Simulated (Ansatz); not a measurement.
**Fe: a slab and its surfaces, (110), 4 layers**

Aim: cut a slab of Fe (110), 4 layers from the relaxed bulk, relax it, and get surface energy and work function. The runs shown use LAPW, norm-conserving and crystal datasets. Companion runs by PAW are cited. Its runs: bulk in the slab's orientation (LAPW); the reference run (LAPW, norm-conserving and crystal datasets); atoms relaxed (LAPW); no images along the normal (LAPW).

Method: DFT PBE, with the methods named in each step, in Ansatz 0.2.0.

## 1. The starting structure

The structure is cubic, space group Im-3m (No. 229). Conventional cell: a = 2.831 Å, b = 2.831 Å, c = 2.831 Å, α = 90.00°, β = 90.00°, γ = 90.00°. Fe (site symmetry m-3m) is surrounded by 8 Fe at 2.45 Å.

As a file:

```xyz
2
Lattice="-1.4157 1.4157 1.4157 1.4157 -1.4157 1.4157 2.8314 2.8314 0.0000" Properties=species:S:1:pos:R:3 pbc="T T T"
Fe    0.0000    0.0000    0.0000
Fe    1.4157    1.4157    1.4157
```

Atoms are numbered in the order of the input: Fe1, Fe2.

## 2. Bulk in the slab's orientation, LAPW

input.yaml reads:

```yaml
crystal:
  lattice:
    - [-1.4156766678, 1.4156766678, 1.4156766678]
    - [1.4156766678, -1.4156766678, 1.4156766678]
    - [2.8313533356, 2.8313533356, 0.0]
  atoms:
    - { symbol: Fe, position: [0.0, 0.0, 0.0], spin: 2.5 }
    - { symbol: Fe, position: [0.5, 0.5, 0.5], spin: 2.5 }
magnetization:
  spin_polarized: true
kpoints:
  mp_grid: { grid: [17, 17, 10] }
scf:
  occupations: { method: fermi_dirac, width: 0.1 }
hamiltonian:
  xc: pbe
  pseudopotentials: { kind: all_electron, lapw: { basis_error: 0.001 } }
output:
  forces: true
  stress: true
  eigenvalues: true
```

Launch:

```
$ ansatz run input.yaml --threads 2 --pin off --max-ram 6144MiB --backend cpu --events-out ev --progress --plain --runs-dir out
```

The runs that follow: Slab as cut, LAPW; Atoms relaxed, LAPW; Slab as cut, norm-conserving; Slab as cut, crystal datasets; No images along the normal, LAPW.

**Question.** What will these runs give? Wanted: surface energy; work function; outer layer spacing (for each run or level that gives them).

The runs gave:

| quantity | value |
| --- | --- |
| surface energy (LAPW, relaxed) | 2.50 J/m² |
| work function (LAPW, relaxed) | 4.80 eV |
| outer layer spacing (LAPW) | 2.00 → 1.99 Å |
| work function (norm-conserving, relaxed) | 4.81 eV |
| work function (crystal datasets, relaxed) | 4.80 eV |
| surface energy (PAW, relaxed) | 2.49 J/m² |
| work function (PAW, relaxed) | 4.80 eV |
| outer layer spacing (PAW) | 2.00 → 1.99 Å |

By LAPW the surface costs 2.50 J/m² as cut and 2.50 J/m² relaxed. The outermost spacing changes by -0.6 % (LAPW). The outermost spacing changes by -0.6 % (PAW). Thickness wasn't converged, and no reconstruction was sought. Other magnetic orders may lie lower; this is the state that the run reached.
